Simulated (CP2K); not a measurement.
# CH5AlBFO (SMILES [CH3][Al]([F])[BH]O) at PM6

Aim: the vertical ionisation energy of CH5AlBFO at PM6, from 2 runs. 

Program for the calculation: CP2K 2026.2.

3 further runs of the same task are left out: 3 set aside as unsound or not needed.

**1. Starting point**

CH5AlBFO: 10 atoms, total charge 0, spin state singlet. SMILES: `[CH3][Al]([F])[BH]O`. The shape comes from GFN2-xTB, which is rough for such elements, and wasn't checked as a minimum. This is one conformer, not always the lowest.

Bond lengths: C1–Al2 1.996 Å, Al2–F3 1.662 Å, Al2–B4 2.083 Å, B4–O5 1.332 Å, C1–H6 1.095 Å, C1–H7 1.094 Å, C1–H8 1.095 Å, B4–H9 1.190 Å, O5–H10 0.961 Å. Some angles: C1–Al2–F3 114.6°, C1–Al2–B4 135.2°, F3–Al2–B4 110.2°, Al2–B4–O5 100.2°, Al2–C1–H6 109.9°, Al2–C1–H7 114.3°, Al2–C1–H8 113.2°, Al2–B4–H9 139.4°, O5–B4–H9 120.5°, B4–O5–H10 122.2°.

**2. Energy and gradient at PM6**

File gas.inp:

```
&GLOBAL
   PROJECT_NAME gas
   RUN_TYPE ENERGY_FORCE
   PRINT_LEVEL MEDIUM
&END GLOBAL
&FORCE_EVAL
   METHOD Quickstep
   &DFT
      &QS
         METHOD PM6
         EPS_DEFAULT 1.0E-10
         &SE
            &COULOMB
               CUTOFF [angstrom] 50
               RC_RANGE [angstrom] 0
            &END COULOMB
            &EXCHANGE
               CUTOFF [angstrom] 50
               RC_RANGE [angstrom] 0
            &END EXCHANGE
         &END SE
      &END QS
      &POISSON
         PERIODIC NONE
         POISSON_SOLVER ANALYTIC
      &END POISSON
      &SCF
         SCF_GUESS ATOMIC
         EPS_SCF 1.0E-07
         MAX_SCF 100
         &DIAGONALIZATION
            ALGORITHM STANDARD
         &END DIAGONALIZATION
         &MIXING
            METHOD DIRECT_P_MIXING
            ALPHA 0.4
         &END MIXING
      &END SCF
      &PRINT
         &MOMENTS
            PERIODIC F
            REFERENCE COM
            MAX_MOMENT 1
         &END MOMENTS
         &MO ON
            ENERGIES T
            OCCUPATION_NUMBERS T
            NDIGITS 6
            &EACH
               QS_SCF 0
            &END EACH
            ADD_LAST NUMERIC
         &END MO
         &HIRSHFELD OFF
         &END HIRSHFELD
      &END PRINT
   &END DFT
   &SUBSYS
      &CELL
         ABC 15.6 17.5 15.6
         PERIODIC NONE
      &END CELL
      &COORD
         C      8.597865     6.782290     8.498340
         Al     8.336655     8.411560     7.375290
         F      9.444105     8.591970     6.148690
         B      6.977095     9.988990     7.354400
         O      7.440265    10.685000     6.317890
         H      9.577835     6.339040     8.290480
         H      8.556095     6.966430     9.575650
         H      7.859715     5.998380     8.300680
         H      6.022165    10.365630     7.955520
         H      7.026945    11.501620     6.024350
      &END COORD
   &END SUBSYS
   &PRINT
      &FORCES ON
      &END FORCES
   &END PRINT
&END FORCE_EVAL
```

On the command line:

```bash
$ OMP_NUM_THREADS=1 cp2k.psmp -i gas.inp -o gas.out
```

The log of the run:

```text
CP2K| version string:                                       CP2K version 2026.2
[...]
 GLOBAL| Method name                                                        CP2K
[...]
 GLOBAL| Run type                                                   ENERGY_FORCE
[...]
                             - Atoms:                                         10
[...]
                             - Spherical basis functions:                     30
[...]
 Number of electrons:                                                         28
[...]
     1 P_Mix/Diag. 0.40E+00    0.0     0.79276379       -32.6963211001 -3.27E+01
[...]
    18 DIIS/Diag.  0.45E-07    0.0     0.00000009       -39.0586668199 -1.07E-13
  *** SCF run converged in    18 steps ***
  Core-core repulsion energy [eV]:                           1608.48641978746105
  Core Hamiltonian energy [eV]:                             -1779.02307347169335
  Two-electron integral energy [eV]:                        -1784.60744415484965
  Electronic energy [eV]:                                   -2671.32679554911829
  Total energy [eV]:                                        -1062.84037576165724
  Atomic reference energy [eV]:                              1055.76054528258783
  Heat of formation [kcal/mol]:                              -163.26478233975729
[...]
 SE_DIPOLE| Moment [Debye]          2.57610372      -1.13284075      -1.51267342
 SE_DIPOLE| Derivative [a.u.]       0.00000000       0.00000000       0.00000000
 ENERGY| Total FORCE_EVAL ( QS ) energy [hartree]            -39.058666819900743
 FORCES| Atomic forces [hartree/bohr]
 FORCES|   Atom     x               y               z               |f|
 FORCES|      1 -1.82457906E-03  9.59838438E-03 -6.36474577E-03   1.16605343E-02
 FORCES|      2 -1.43036617E-02  4.62956406E-03  9.52104085E-03   1.77954438E-02
 FORCES|      3 -6.39898456E-03 -4.11330890E-03  9.67253465E-03   1.23054557E-02
 FORCES|      4  2.06597550E-02 -3.23720976E-02  7.32887707E-03   3.90959156E-02
 FORCES|      5  1.68803449E-03  1.01670868E-02 -1.02210896E-02   1.45151572E-02
 FORCES|      6 -5.92222506E-04  4.80138995E-03 -3.17150283E-03   5.78467831E-03
 FORCES|      7 -1.28076576E-03  7.21795596E-03 -4.76741204E-03   8.74456784E-03
 FORCES|      8 -1.32816574E-03  6.90739875E-03 -4.61264706E-03   8.41146209E-03
 FORCES|      9  2.19473494E-03 -6.39847093E-03  3.35825345E-03   7.55216246E-03
 FORCES|     10  1.18585482E-03 -4.37902518E-04 -7.43308671E-04   1.46646447E-03
 FORCES| Sum    -1.00223649E-15  1.06858966E-15 -6.24500451E-17
 FORCES| Total atomic force                                       1.46637712E-15
[...]
```

Wall time 1.2 s (1 thread of Intel Xeon Platinum 8488C (Sapphire Rapids), shared host); peak memory 0.19 GiB.

**3. The doublet cation at the same level**

File calc.inp:

```
&GLOBAL
  PROJECT calc
  RUN_TYPE ENERGY_FORCE
  PRINT_LEVEL MEDIUM
&END GLOBAL

&FORCE_EVAL
  METHOD Quickstep
  &DFT
    CHARGE 1
    MULTIPLICITY 2
    SPIN_POLARIZED T
    ! Quickstep
    &QS
      METHOD PM6
      EPS_DEFAULT 1.0E-10
      &SE
        &COULOMB
          CUTOFF [angstrom] 50
          RC_RANGE [angstrom] 0
        &END COULOMB
        &EXCHANGE
          CUTOFF [angstrom] 50
          RC_RANGE [angstrom] 0
        &END EXCHANGE
      &END SE
    &END QS
    &POISSON
      PERIODIC NONE
      POISSON_SOLVER ANALYTIC
    &END POISSON
    ! self-consistent field
    &SCF
      SCF_GUESS ATOMIC
      EPS_SCF 1.0E-07
      MAX_SCF 80
      ADDED_MOS 8
      &DIAGONALIZATION
        ALGORITHM STANDARD
      &END DIAGONALIZATION
      &MIXING
        METHOD DIRECT_P_MIXING
        ALPHA 0.4
      &END MIXING
    &END SCF
    ! extra output
    &PRINT
      &MOMENTS
        PERIODIC F
        REFERENCE COM
        MAX_MOMENT 1
      &END MOMENTS
      &MO ON
        ENERGIES T
        OCCUPATION_NUMBERS T
        NDIGITS 6
        &EACH
          QS_SCF 0
        &END EACH
        ADD_LAST NUMERIC
      &END MO
      &HIRSHFELD OFF
      &END HIRSHFELD
    &END PRINT
  &END DFT
  &SUBSYS
    ! vacuum box
    &CELL
      ABC 15.6 17.5 15.6
      PERIODIC NONE
    &END CELL
    &COORD
      C      8.597865     6.782290     8.498340
      Al     8.336655     8.411560     7.375290
      F      9.444105     8.591970     6.148690
      B      6.977095     9.988990     7.354400
      O      7.440265    10.685000     6.317890
      H      9.577835     6.339040     8.290480
      H      8.556095     6.966430     9.575650
      H      7.859715     5.998380     8.300680
      H      6.022165    10.365630     7.955520
      H      7.026945    11.501620     6.024350
    &END COORD
  &END SUBSYS
  ! extra output
  &PRINT
    &FORCES ON
    &END FORCES
  &END PRINT
&END FORCE_EVAL
```

On the command line:

```bash
$ OMP_NUM_THREADS=1 cp2k.psmp -i calc.inp -o calc.out
```

The log of the run:

```text
CP2K| version string:                                       CP2K version 2026.2
[...]
 GLOBAL| Method name                                                        CP2K
[...]
 GLOBAL| Run type                                                   ENERGY_FORCE
[...]
                             - Atoms:                                         10
[...]
                             - Spherical basis functions:                     30
[...]
 Number of electrons:                                                         14
[...]
     1 P_Mix/Diag. 0.40E+00    0.0     0.42770968       -32.9888393745 -3.30E+01
[...]
    28 DIIS/Diag.  0.98E-07    0.0     0.00000007       -38.7107445602 -1.92E-13
  *** SCF run converged in    28 steps ***
  Core-core repulsion energy [eV]:                           1608.48641978746105
  Core Hamiltonian energy [eV]:                             -1752.26488590459849
  Two-electron integral energy [eV]:                        -1819.18892696720604
  Electronic energy [eV]:                                   -2661.85934938820174
  Total energy [eV]:                                        -1053.37292960074046
  Atomic reference energy [eV]:                              1055.76054528258783
  Heat of formation [kcal/mol]:                                55.05972999780438
[...]
 SE_DIPOLE| Moment [Debye]          5.40252663      -2.47814491      -3.11016751
 SE_DIPOLE| Derivative [a.u.]       0.00000000       0.00000000       0.00000000
 ENERGY| Total FORCE_EVAL ( QS ) energy [hartree]            -38.710744560201519
 FORCES| Atomic forces [hartree/bohr]
 FORCES|   Atom     x               y               z               |f|
 FORCES|      1 -1.28703938E-02  1.39987751E-02  1.99461490E-04   1.90171640E-02
 FORCES|      2  4.80721887E-02 -4.39680507E-02 -9.58167833E-03   6.58478045E-02
 FORCES|      3 -2.79805066E-02  3.12447581E-03  2.44807725E-02   3.73092391E-02
 FORCES|      4  8.70998485E-04  3.77629797E-02 -3.28707226E-02   5.00728037E-02
 FORCES|      5 -1.22671694E-02 -2.18235788E-02  3.03580177E-02   3.93492220E-02
 FORCES|      6  4.93946186E-03  7.45964526E-03 -8.18854408E-03   1.21283488E-02
 FORCES|      7 -1.44818732E-03  8.43050875E-03 -5.39257453E-04   8.57096978E-03
 FORCES|      8 -5.11221293E-03  4.74562839E-03 -6.53629789E-03   9.55923113E-03
 FORCES|      9 -1.38180930E-03 -1.60737255E-02  1.49719148E-02   2.20098224E-02
 FORCES|     10  7.17763030E-03  6.34334196E-03 -1.22936662E-02   1.55849476E-02
 FORCES| Sum     1.04083409E-17  6.31439345E-16  3.46944695E-17
 FORCES| Total atomic force                                       6.32477420E-16
[...]
```

It took 1.1 s on 1 thread of Intel Xeon Platinum 8488C (Sapphire Rapids), shared host; peak memory 0.19 GiB.

**4. Outcome**

Level: PM6.

```
                                                   quantity            value
                             singlet CH5AlBFO: total energy     -39.05867 Eh
                            singlet CH5AlBFO: dipole moment           3.19 D
                              singlet CH5AlBFO: HOMO energy         -9.69 eV
singlet CH5AlBFO: heat of formation at this unrelaxed shape  -163.3 kcal/mol
                 singlet CH5AlBFO: largest force on an atom       2.010 eV/Å
                               doublet cation: total energy     -38.71074 Eh
         doublet cation: HOMO energy (highest over α and β)        -15.74 eV
          doublet cation: LUMO energy (lowest over α and β)         -9.23 eV
  doublet cation: heat of formation at this unrelaxed shape    55.1 kcal/mol
                   doublet cation: largest force on an atom       3.386 eV/Å
         vertical ionisation energy (to the doublet cation)         9.467 eV
```

In words: The vertical ionisation energy comes to 9.47 eV (218 kcal/mol). The largest force (singlet CH5AlBFO) is 2.01 eV/Å: the shape isn't a stationary point for this species at this level.
